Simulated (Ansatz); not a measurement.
**CuH₆NSi₂: small, medium and large basis sets**

Aim: see how fast density functionals converge with the basis set for CuH₆NSi₂.

The runs use Ansatz 0.2.0, Gaussian basis; one geometry, several basis sets.

Plan: PBE0-D4/def2-SVP; ωB97M-V/def2-SVP; PBE0-D4/def2-QZVPP; ωB97M-V/def2-QZVPP; the functionals' def2-TZVPP values are taken from earlier runs.

## (1) Structure used throughout

The geometry comes from an earlier relaxation with PBE0-D4 in a triple-zeta def2 set; it is a stationary point, not always the lowest conformer.

SMILES `[SiH3][N]([SiH3])[Cu]`, 10 atoms, charge 0, spin multiplicity 1.

Atoms are counted from 1 here; the program's logs count them from 0.

Bond lengths: Si1–N2 1.710 Å, Si1–H5 1.493 Å, Si1–H6 1.492 Å, Si1–H7 1.495 Å, N2–Si3 1.710 Å, N2–Cu4 1.833 Å, Si3–H8 1.493 Å, Si3–H9 1.495 Å, Si3–H10 1.492 Å. Angles: N2–Si1–H5 111.1°, N2–Si1–H6 110.0°, N2–Si1–H7 114.0°, H5–Si1–H6 108.4°, H5–Si1–H7 105.8°, H6–Si1–H7 107.2°, Si1–N2–Si3 127.1°, Si1–N2–Cu4 116.0°, Si3–N2–Cu4 116.0°, N2–Si3–H8 111.1°, N2–Si3–H9 114.0°, N2–Si3–H10 110.0°, H8–Si3–H9 105.8°, H8–Si3–H10 108.4°, H9–Si3–H10 107.2°.

## (2) PBE0-D4 in def2-SVP

The input, in.yaml:

```yaml
crystal:
  periodic: [false, false, false]
  atoms:
    - {symbol: Si, position_ang: [-0.280175, 1.309821, -0.751951]}
    - {symbol: N, position_ang: [-0.208553, -0.361170, -0.397954]}
    - {symbol: Si, position_ang: [0.370112, -1.087607, 1.037347]}
    - {symbol: Cu, position_ang: [-0.501521, -1.494037, -1.809403]}
    - {symbol: H, position_ang: [-1.476340, 1.632719, -1.585806]}
    - {symbol: H, position_ang: [-0.361555, 2.097424, 0.512978]}
    - {symbol: H, position_ang: [0.898429, 1.820830, -1.517289]}
    - {symbol: H, position_ang: [-0.403699, -2.321984, 1.365859]}
    - {symbol: H, position_ang: [1.802367, -1.511976, 0.969993]}
    - {symbol: H, position_ang: [0.244135, -0.135121, 2.179228]}
basis:
  gaussian: {orbitals: def2-SVP}
hamiltonian: {xc: pbe0, dispersion: d4}
output: {orbitals: {seedname: orbitals}}
```

Launch:

```bash
ansatz run in.yaml --threads 4 --pin off --events-out ev --progress --plain --max-ram 10444MiB
```

Further steps of the session: ωB97M-V in def2-SVP; PBE0-D4 in def2-QZVPP; ωB97M-V in def2-QZVPP.

Q: Predict the results of all the runs planned. Wanted: PBE0-D4: double and triple zeta above quadruple; ωB97M-V: double and triple zeta above quadruple.

As calculated:

| quantity | value |
| --- | --- |
| PBE0-D4: double and triple zeta above quadruple | 15.94, 1.81 eV |
| ωB97M-V: double and triple zeta above quadruple | 15.97, 1.72 eV |

For PBE0-D4 the step from double to triple zeta gains 14.13 eV and the next only 1.81 eV. Total energies overstate the basis error of differences, where much of it tends to cancel.
